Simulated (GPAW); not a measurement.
Crystal: RuAu.

```xyz
2
Lattice="3.1648 0.0000 0.0000 0.0000 3.1648 0.0000 0.0000 0.0000 3.1648" Properties=species:S:1:pos:R:3 pbc="T T T"
Ru    0.0000    0.0000    0.0000
Au    1.5824    1.5824    1.5824
```

The cell was built by a generator and needn't be a form met in nature.

Base run:

| Item | Value |
| --- | --- |
| Program | GPAW 26.7.0 |
| Functional | revPBE |
| Potentials or basis | the program's PAW data sets (release 1.2.1) made for this functional |
| Cutoff | 600 eV |
| Basis | pw |
| k mesh | 8 × 8 × 8 |
| Occupations | fermi-dirac, width 0.05 eV |
| Spin | no spin polarisation |

Its results: pressure 4.9 GPa.

Q: After a change of settings the same cell gave: pressure -11.7 GPa. Which change was it?
A. functional from revPBE to TPSS; potentials or basis from the program's PAW data sets (release 1.2.1) made for this functional to GPAW PAW data sets (gpaw-data 1.2.1)
B. functional from revPBE to LDA
C. functional from revPBE to BLYP; potentials or basis from the program's PAW data sets (release 1.2.1) made for this functional to PAW data sets generated in the run's folder for this functional
D. functional from revPBE to PBE; potentials or basis from the program's PAW data sets (release 1.2.1) made for this functional to GPAW PAW data sets (gpaw-data 1.2.1)

A: B.

LDA binds more tightly than revPBE, so the same cell stands under less pressure.

Caveats: with this Au data set, volumes or pressures lay over 1.5 % or 2 GPa off other programs in two to four cells of ten.

Not every run made on this cell is shown here.
